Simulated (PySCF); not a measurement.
# EuOF: other functionals and bases at one geometry

An exercise on one series of results from a longer session: the logs are not shown, and one member is left open.

Computed with PySCF 2.14.0. Level: several levels, as the steps say, no spin–orbit coupling.

1 further run of the same task is left out (for a known fault of the program).

## The starting structure

3 atoms, charge 0, spin multiplicity 1.

Bond lengths: Eu1–O2 1.846 Å, Eu1–F3 2.063 Å. Angles: O2–Eu1–F3 111.0°.

As a file:

```mol
EuFO
  3D, bonds by distance, orders not assigned

  3  2  0  0  0  0  0  0  0  0999 V2000
    0.0362    0.0000   -0.3500 Eu  0  0
    1.5439    0.0000    0.7150 O   0  0
   -1.6784    0.0000    0.7977 F   0  0
  1  2  8  0
  1  3  8  0
M  END
```

Formal oxidation states: Eu +3. Each metal's 6 4f electrons lie in its core potential, so multiplicities, spins and levels count the valence alone. An earlier session relaxed this geometry at PBE0, Eu lcecp-1-SVP with ECP52, O def2-SVP, F def2-SVP (singlet, point group Cs).

At PBE0 on the finer grid: E = -210.150914 Eh, HOMO -6.63 eV, LUMO -2.21 eV, Mulliken charge on Eu1 +0.90 e, largest force component 0.004 eV/Å. 

Levels to run: M06-L; BP86; PBE0, TZVP. Hardware: 2 threads of Arm Neoverse V2, shared host.

The first run:

run.py (the lines that set the calculation)

```python
mol = gto.M(atom='''
Eu     0.03625     0.00000    -0.35001
O      1.54392     0.00000     0.71499
F     -1.67839     0.00000     0.79774''',
    basis={'Eu': 'lcecp-1-SVP', 'O': 'def2-SVP', 'F': 'def2-SVP'},
    ecp={'Eu': 'lcecp-1-SVP'},
    charge=0, spin=0)
mf = dft.RKS(mol, xc='M06L')
mf.grids.atom_grid = (75, 302)  # f atoms: unpruned, at least (60, 302)
mf = mf.density_fit()  # fitting sets: Eu AutoAux, O def2-universal-JKFIT, F def2-universal-JKFIT
mf.conv_tol = 1e-08; mf.max_cycle = 55
mf.kernel(dm0)  # dm0: the density of the relaxed state
```

Started as:

```
OMP_NUM_THREADS=2 python run.py
```

Steps of the session up to this table: M06-L; BP86; PBE0, TZVP.

One of the session's tables, all rows but one given; the rest of the session is left out.

```
              level  HOMO (eV)  gap (eV)  charge on Eu1 (e)  dipole (D)  largest force component (eV/Å)
PBE0 (relaxed here)      -6.63      4.42               0.90        7.56                            0.00
              M06-L          ?         ?                  ?           ?                               ?
               BP86      -5.30      2.61               0.75        6.94                            0.77
         PBE0, TZVP      -6.63      4.43               1.28        7.81                            0.24
```

Q: Estimate the row for M06-L from the others.

The run gave: HOMO (eV): -5.19; gap (eV): 3.23; charge on Eu1 (e): 0.98; dipole (D): 7.43; largest force component (eV/Å): 0.50. In the column «HOMO (eV)» it is the highest.

In one basis the HOMO–LUMO gap runs from 2.61 eV (BP86) to 4.42 eV (PBE0). The largest leftover force, 0.77 eV/Å with BP86, stands at a geometry relaxed at another level. With 4f in the core, its levels are missing from HOMO and gap, and its count is fixed, so no charge can pass from the ligands into it. Total energies of different levels can't be compared.
